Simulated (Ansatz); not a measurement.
# C2H7BOS: the cost of one run

Program: Ansatz 0.2.0. Level of theory: RKS B3LYP/STO-3G. These are calculated values, not measurements.

## Step 1: The system as given

Bond lengths: B1–O2 1.427 Å, O2–C3 1.420 Å, C3–C4 1.607 Å, C4–S5 1.857 Å, B1–H6 1.155 Å, B1–H7 1.230 Å, C3–H8 1.090 Å, C3–H9 1.058 Å, C4–H10 1.069 Å, C4–H11 1.070 Å, S5–H12 1.386 Å. Angles (14 of 17 angles, heavy atoms first): B1–O2–C3 107.8°, O2–C3–C4 105.6°, C3–C4–S5 106.3°, O2–B1–H6 125.6°, O2–B1–H7 118.1°, O2–C3–H8 109.4°, O2–C3–H9 110.2°, C4–C3–H8 105.8°, C4–C3–H9 111.4°, C3–C4–H10 106.9°, C3–C4–H11 108.0°, S5–C4–H10 110.2°, S5–C4–H11 110.3°, C4–S5–H12 93.1°.

As a file:

```xyz
12

B    -0.9944    1.2369    1.6758
O     0.1673    0.9313    0.9057
C    -0.1554   -0.1486    0.0412
C     1.2070   -0.5045   -0.7334
S     0.8156   -1.9390   -1.8451
H    -1.2509    0.7936    2.7108
H    -1.7705    2.0866    1.2405
H    -0.3975   -1.0292    0.6361
H    -0.9190    0.1381   -0.6324
H     1.4670    0.3532   -1.3165
H     1.9369   -0.7877   -0.0040
H    -0.0291   -1.1859   -2.6447
```

## Step 2: Relaxing the start

input.yaml

```yaml
crystal:
  periodic: [false, false, false]
  atoms:
    - { symbol: B, position_ang: [-0.9944, 1.2369, 1.6758] }
    - { symbol: O, position_ang: [0.1673, 0.9313, 0.9057] }
    - { symbol: C, position_ang: [-0.1554, -0.1486, 0.0412] }
    - { symbol: C, position_ang: [1.207, -0.5045, -0.7334] }
    - { symbol: S, position_ang: [0.8156, -1.939, -1.8451] }
    - { symbol: H, position_ang: [-1.2509, 0.7936, 2.7108] }
    - { symbol: H, position_ang: [-1.7705, 2.0866, 1.2405] }
    - { symbol: H, position_ang: [-0.3975, -1.0292, 0.6361] }
    - { symbol: H, position_ang: [-0.919, 0.1381, -0.6324] }
    - { symbol: H, position_ang: [1.467, 0.3532, -1.3165] }
    - { symbol: H, position_ang: [1.9369, -0.7877, -0.004] }
    - { symbol: H, position_ang: [-0.0291, -1.1859, -2.6447] }
basis:
  gaussian: { orbitals: STO-3G }
hamiltonian:
  xc: b3lyp
relax:
  f_tol: 0.02
  max_steps: 40
```

The run is started by

```bash
$ ansatz run input.yaml --threads 1 --pin off --max-ram 2048MiB --backend cpu --events-out ev --progress --plain --runs-dir out
```

What time and memory should one allow on 1 thread of an x86-64 CPU, shared host?

About 56 s, with a peak of 0.16 GiB.
